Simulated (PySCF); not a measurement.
**[YbCl2]+: other functionals and bases at one geometry**

One table from this session's results is given with a row withheld; the runs are named, their logs left out.

Computed with PySCF 2.14.0. Level: several levels, as the steps say, no spin–orbit coupling.

1 further run of the same task is left out (for a known fault of the program).

### The starting structure

3 atoms, charge 1, spin multiplicity 1.

Bond lengths: Yb1–Cl2 2.331 Å, Yb1–Cl3 2.331 Å. Angles: Cl2–Yb1–Cl3 112.6°.

Coordinates:

```
Yb    0.0000    0.0000   -0.4640
Cl    1.9396    0.0000    0.8289
Cl   -1.9396    0.0000    0.8289
```

Formal oxidation states: Yb +3. Each metal's 13 4f electrons lie in its core potential, so multiplicities, spins and levels count the valence alone. An earlier session relaxed this geometry at PBE0, Yb lcecp-1-SVP with ECP59, Cl def2-SVP (singlet, point group C2v).

At PBE0 on the finer grid: E = -959.098514 Eh, HOMO -13.99 eV, LUMO -8.42 eV, Mulliken charge on Yb1 +1.27 e, largest force component 0.001 eV/Å. 

Levels to run: HF; wB97X; PBE0, TZVP. Hardware: 2 threads of Arm Neoverse V1, shared host.

Set-up of the first run:

run.py (the lines that set the calculation) reads:

```python
mol = gto.M(atom='''
Yb     0.00000     0.00000    -0.46397
Cl     1.93960     0.00000     0.82894
Cl    -1.93960     0.00000     0.82894''',
    basis={'Yb': 'lcecp-1-SVP', 'Cl': 'def2-SVP'},
    ecp={'Yb': 'lcecp-1-SVP'},
    charge=1, spin=0)
mf = scf.RHF(mol)
mf = mf.density_fit()  # fitting sets: Yb AutoAux, Cl def2-universal-JKFIT
mf.conv_tol = 1e-08; mf.max_cycle = 55
mf.kernel(dm0)  # dm0: the density of the relaxed state
```

Launch:

```sh
OMP_NUM_THREADS=2 python run.py
```

Steps of the session up to this table: HF; wB97X; PBE0, TZVP.

One of the session's tables, all rows but one given; the rest of the session is left out.

```
              level  HOMO (eV)  gap (eV)  charge on Yb1 (e)  dipole (D)  largest force component (eV/Å)
PBE0 (relaxed here)     -13.99      5.57               1.27        6.07                            0.00
                 HF          ?         ?                  ?           ?                               ?
              wB97X     -16.28      9.97               1.31        6.51                            0.06
         PBE0, TZVP     -13.91      5.62               1.58        5.95                            0.22
```

Estimate the missing values for HF.

**Answer.** HOMO (eV): -16.98; gap (eV): 10.91; charge on Yb1 (e): 1.55; dipole (D): 7.31; largest force component (eV/Å): 0.62. In the column «HOMO (eV)» it is the lowest.

The dipole of a charged species depends on the origin, so these sizes hold for this origin alone.

In one basis the HOMO–LUMO gap runs from 5.57 eV (PBE0) to 10.91 eV (HF). The largest leftover force, 0.62 eV/Å with HF, stands at a geometry relaxed at another level. With 4f in the core, its levels are missing from HOMO and gap, and its count is fixed, so no charge can pass from the ligands into it. Total energies of different levels can't be compared.
